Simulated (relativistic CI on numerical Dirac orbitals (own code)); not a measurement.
**Fe²⁺: 3d valence photoemission multiplets**

Wanted: the shape of the 3d valence photoemission spectrum of Fe²⁺ in 3 surroundings, from the same atomic integrals.

The numbers are computed with relativistic CI on numerical Dirac orbitals (own code) version 1 (Dirac-Coulomb-Breit CI, KLI orbitals optimised for each configuration, model QED (radiative potential, 1s self-energy scaled to tabulated hydrogen-like ionisation energies), valence Slater integrals scaled by 0.8, multiplet model of photoemission in the sudden approximation in a parametric crystal field), except any that are marked as measured or tabulated.

**1. The atom as given**

* ion: Fe²⁺ (Fe III)
* nuclear charge: 26
* electrons: 24
* configurations: [Ar] 3d6 → [Ar] 3d5
* temperature: 300 K
* widths: Lorentz 0.21 eV, Gauss 0.5 eV
* surrounding 1: D4h, 10Dq = 11200, Ds = 1200, Dt = -350 cm⁻¹
* surrounding 2: D4h, 10Dq = 11200, Ds = 2100, Dt = -350 cm⁻¹
* surrounding 3: D4h, 10Dq = 11200, Ds = 3000, Dt = -350 cm⁻¹

**2. Surrounding 1: D4h, 10Dq = 11200, Ds = 1200, Dt = -350**

Settings, as recorded:

```ini
atom Fe  Z=26  charge=2  electrons=24
nucleus A=56  rms_radius_fm=3.7377
hamiltonian dirac-coulomb  breit=on  qed=on  c_scale=1
orbitals kli  potential=per-configuration
slater_scale 0.8
correlation none
mixing on
configurations
  [Ar] 3d6
  [Ar] 3d5
end
photoemission 3d valence T=300 lorentz=0.21 gauss=0.5
crystal_field D4h 10Dq=11200 Ds=1200 Dt=-350
```

**3. Surrounding 2: D4h, 10Dq = 11200, Ds = 2100, Dt = -350**

Settings: those of step 2 with these lines changed.

```diff
@@ -12,2 +12,2 @@
 photoemission 3d valence T=300 lorentz=0.21 gauss=0.5
-crystal_field D4h 10Dq=11200 Ds=1200 Dt=-350
+crystal_field D4h 10Dq=11200 Ds=2100 Dt=-350
```

**4. Surrounding 3: D4h, 10Dq = 11200, Ds = 3000, Dt = -350**

Settings: those of step 3 with these lines changed.

```diff
@@ -12,2 +12,2 @@
 photoemission 3d valence T=300 lorentz=0.21 gauss=0.5
-crystal_field D4h 10Dq=11200 Ds=2100 Dt=-350
+crystal_field D4h 10Dq=11200 Ds=3000 Dt=-350
```

(Steps that only read results are left out.)

Q: Predict the outcome of this session. Wanted: highest peak, first run; ground spin.

The runs gave:

| surrounding | ground S | centroid (eV) | spread (eV) | up to four highest peaks (% of the highest), eV |
| --- | --- | --- | --- | --- |
| 1: D4h | 2.00 | 32.75 | 1.87 | 29.8 (90), 32.0 (83), 32.6 (80), 33.6 (100) |
| 2: D4h | 2.00 | 32.77 | 1.85 | 29.9 (77), 32.0 (70), 32.6 (69), 33.6 (100) |
| 3: D4h | 2.00 | 32.79 | 1.83 | 30.0 (79), 31.9 (68), 32.7 (72), 33.6 (100) |

| quantity | value |
| --- | --- |
| highest peak, first run | 33.6 eV |
| ground spin (effective S from ⟨S²⟩) | 2.00 |

**Reading.** The highest peak stays in place, within the step of the energy grid, in all surroundings. Energies are those of the free ion without screening by ligands; binding energies in solids differ by tens of eV.
